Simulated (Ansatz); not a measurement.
The system is NiMoIrPdW.

```
Ni Mo Pd Ir W
1.0
     2.76078    0.00000    0.00000
    -1.38039    2.39090    0.00000
     0.00000    0.00000   11.34051
Ni Mo Pd Ir W
1 1 1 1 1
Direct
  0.00000 0.00000 0.70917
  0.66667 0.33333 0.29425
  0.66667 0.33333 0.89901
  0.00000 0.00000 0.10604
  0.66667 0.33333 0.52921
```

The cell was built by a generator and needn't be a form met in nature.

Program: Ansatz 0.2.0. Alike in all runs: potentials or basis all-electron LAPW, scalar-relativistic; spin collinear, ferromagnetic start; cell as given; cutoff (eV) 282; smearing fermi-dirac 0.05 eV; basis error allowed 0.002 eV/atom.

Question: Order these runs on this cell by their pressure, lowest first.
A. level PBE+U; U Ir d U = 3 eV, Mo d U = 3 eV, Ni d U = 3 eV, Pd d U = 3 eV, W d U = 3 eV; k mesh 8 × 8 × 2
B. level BLYP; k mesh 8 × 8 × 2
C. level LDA; k mesh 8 × 8 × 2
D. level PBE; k mesh 11 × 11 × 3
E. level RPBE; k mesh 8 × 8 × 2

Answer: C (-14.0 GPa), D (-0.2 GPa), A (1.7 GPa), E (4.0 GPa), B (10.9 GPa).

Caveats: the k mesh is thin for a metal, which can move the energy by tens of meV per atom (some runs); the magnetic state may not be the lowest (some runs); U is the effective U less J, on atomic orbitals that reach past the spheres (some runs); the U is typed as a test and isn't derived for this compound (some runs).

Not every run made on this cell is shown here.
